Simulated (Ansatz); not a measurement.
# GeH4S: the cost of one run

Program: Ansatz 0.2.0. Level of theory: RKS PBE0-D4/def2-TZVP. These are calculated values, not measurements.

### 1 Reference run: GeH₄S, relaxed

Contents of input.yaml:

```yaml
crystal:
  periodic: [false, false, false]
  atoms:
    - { symbol: Ge, position_ang: [-0.33971, -0.67415, -1.219677] }
    - { symbol: H, position_ang: [0.314041, 0.573817, -0.32407] }
    - { symbol: S, position_ang: [1.404137, -0.13168, 0.912399] }
    - { symbol: H, position_ang: [-0.236823, 1.024641, -1.050079] }
    - { symbol: H, position_ang: [-1.533225, -0.599579, -0.140886] }
    - { symbol: H, position_ang: [0.39158, -0.193048, 1.822313] }
basis:
  gaussian: { orbitals: def2-TZVP }
hamiltonian:
  xc: pbe0
  dispersion: d4
output:
  forces: true
relax:
  f_tol: 0.02
  max_steps: 120
  constraints: [{ distance: [0, 1] }, { distance: [0, 2] }, { distance: [1, 2] }]
  escape_saddle: false
```

On the command line:

```console
> ansatz run input.yaml --threads 1 --pin off --max-ram 2560MiB --backend cpu --events-out ev --progress --plain --runs-dir out
```

What time and memory should one allow on 1 thread of Intel Xeon Platinum 8175M at 2.50GHz (Skylake/Cascade Lake), shared host?

About 17 s, with a peak of 0.22 GiB.
